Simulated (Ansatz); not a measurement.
# C₃H₁₂BNO: small, medium and large basis sets

One table from this session's results is given with a row withheld; the runs are named, their logs left out.

The runs use Ansatz 0.2.0, Gaussian basis; one geometry, several basis sets.

Levels to be run: PBE0-D4/def2-SVP; ωB97M-V/def2-SVP; PBE0-D4/def2-QZVPP; ωB97M-V/def2-QZVPP; the functionals' def2-TZVPP values are taken from earlier runs.

1 further run of the same task is left out (it didn't finish). Runs told in other sessions of the task aren't counted.

## The geometry

All runs share one geometry, relaxed beforehand with PBE0-D4 in a triple-zeta def2 set.

SMILES `CO[B-](C)(C)[NH3+]`, 18 atoms, charge 0, spin multiplicity 1.

Atoms are counted from 1 here; the program's logs count them from 0.

Bond lengths: C1–O2 1.392 Å, C1–H7 1.094 Å, C1–H8 1.098 Å, C1–H9 1.105 Å, O2–B3 1.441 Å, B3–C4 1.612 Å, B3–C5 1.606 Å, B3–N6 1.724 Å, C4–H10 1.095 Å, C4–H11 1.096 Å, C4–H12 1.097 Å, C5–H13 1.097 Å, C5–H14 1.097 Å, C5–H15 1.094 Å, N6–H16 1.014 Å, N6–H17 1.015 Å, N6–H18 1.015 Å. Angles: O2–C1–H7 108.7°, O2–C1–H8 112.5°, O2–C1–H9 113.2°, H7–C1–H8 108.1°, H7–C1–H9 107.1°, H8–C1–H9 107.0°, C1–O2–B3 120.0°, O2–B3–C4 117.4°, O2–B3–C5 110.4°, O2–B3–N6 102.8°, C4–B3–C5 115.6°, C4–B3–N6 104.6°, C5–B3–N6 104.0°, B3–C4–H10 109.9°, B3–C4–H11 112.0°, B3–C4–H12 114.7°, H10–C4–H11 106.2°, H10–C4–H12 106.4° and more.

The first run:

Input file in.yaml:

```yaml
crystal:
  periodic: [false, false, false]
  atoms:
    - {symbol: C, position_ang: [1.664080, -0.642943, 1.259760]}
    - {symbol: O, position_ang: [0.950609, 0.464269, 0.810443]}
    - {symbol: B, position_ang: [-0.074680, 0.303795, -0.189584]}
    - {symbol: C, position_ang: [0.093523, -0.909813, -1.237484]}
    - {symbol: C, position_ang: [-0.461322, 1.725378, -0.829603]}
    - {symbol: N, position_ang: [-1.458014, -0.120743, 0.747035]}
    - {symbol: H, position_ang: [2.365098, -0.317635, 2.033545]}
    - {symbol: H, position_ang: [2.239870, -1.125649, 0.459476]}
    - {symbol: H, position_ang: [1.022132, -1.421234, 1.709888]}
    - {symbol: H, position_ang: [0.991647, -0.755963, -1.844831]}
    - {symbol: H, position_ang: [-0.744884, -0.964838, -1.941210]}
    - {symbol: H, position_ang: [0.195351, -1.901345, -0.778978]}
    - {symbol: H, position_ang: [-0.597128, 2.503346, -0.068492]}
    - {symbol: H, position_ang: [-1.367019, 1.697938, -1.447523]}
    - {symbol: H, position_ang: [0.348603, 2.068630, -1.480341]}
    - {symbol: H, position_ang: [-2.292841, -0.206219, 0.177480]}
    - {symbol: H, position_ang: [-1.601476, 0.611477, 1.435141]}
    - {symbol: H, position_ang: [-1.310949, -0.997252, 1.237078]}
basis:
  gaussian: {orbitals: def2-SVP}
hamiltonian: {xc: pbe0, dispersion: d4}
output: {orbitals: {seedname: orbitals}}
```

The run is started by

```bash
ansatz run in.yaml --threads 4 --pin off --events-out ev --progress --plain --max-ram 11315MiB
```

Among the steps run: PBE0-D4 in def2-SVP; ωB97M-V in def2-SVP; PBE0-D4 in def2-QZVPP; ωB97M-V in def2-QZVPP.

One table of the session follows, with a row left open; its other results are not shown here.

It belongs to the step «Functionals by basis». 

| functional | basis | HOMO (eV) | LUMO (eV) |
| --- | --- | --- | --- |
| PBE0-D4 | def2-SVP | -6.69 | 0.70 |
| PBE0-D4 | def2-TZVPP | -6.87 | 0.11 |
| PBE0-D4 | def2-QZVPP | -6.90 | -0.18 |
| ωB97M-V | def2-SVP | -9.10 | 2.30 |
| ωB97M-V | def2-TZVPP | ? | ? |
| ωB97M-V | def2-QZVPP | -9.32 | 1.03 |

Q: Estimate the row for ωB97M-V, def2-TZVPP from the others.

The run gave: HOMO (eV): -9.29; LUMO (eV): 1.51. In the column «HOMO (eV)» it lies between ωB97M-V, def2-QZVPP (-9.32) and ωB97M-V, def2-SVP (-9.10).
